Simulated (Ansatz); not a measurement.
# NTi: the cost of one run

Method: def2-SVP, core rule «outside noble gas», up to 10 orbitals frozen; program: Ansatz 0.2.0, Gaussian basis.

The runs, in order: UHF; CCSD(T) on ROHF; CCSD(T) on UHF; CISD; CCSDT(Q) on ROHF; CCSDT(Q) on UHF; CCSDTQ on ROHF.

18 further runs of the same task are left out: 12 for a known fault of the program, 1 that didn't finish, 5 set aside as unsound or not needed.

## Step 1: What is computed

The geometry is a PBE0/def2-TZVP stationary point (not a proven minimum) of the parent state, kept for this charge and spin.

2 atoms, charge 0, spin multiplicity 4.

Atoms are counted from 1 here; the program's logs count them from 0.

Bond lengths: Ti1–N2 2.040 Å.

## Step 2: UHF

The input, in.yaml:

```yaml
crystal:
  periodic: [false, false, false]
  atoms:
    - {symbol: Ti, position_ang: [0.000000, 0.000000, 0.000000]}
    - {symbol: N, position_ang: [0.000000, 0.000000, 2.039600]}
basis:
  gaussian: {orbitals: def2-SVP}
magnetization: {spin_polarized: true, initial_magnetization: 3}
hamiltonian: {xc: hf}
output: {orbitals: {seedname: orbitals}}
```

Run with:

```sh
$ ansatz run in.yaml --threads 1 --pin off --events-out ev --progress --plain --max-ram 4096MiB --backend cpu
```

Q: Estimate wall time and peak memory on 1 thread of AMD EPYC 7R13, shared host.

About 8.5 s, with a peak of 0.3 GiB.
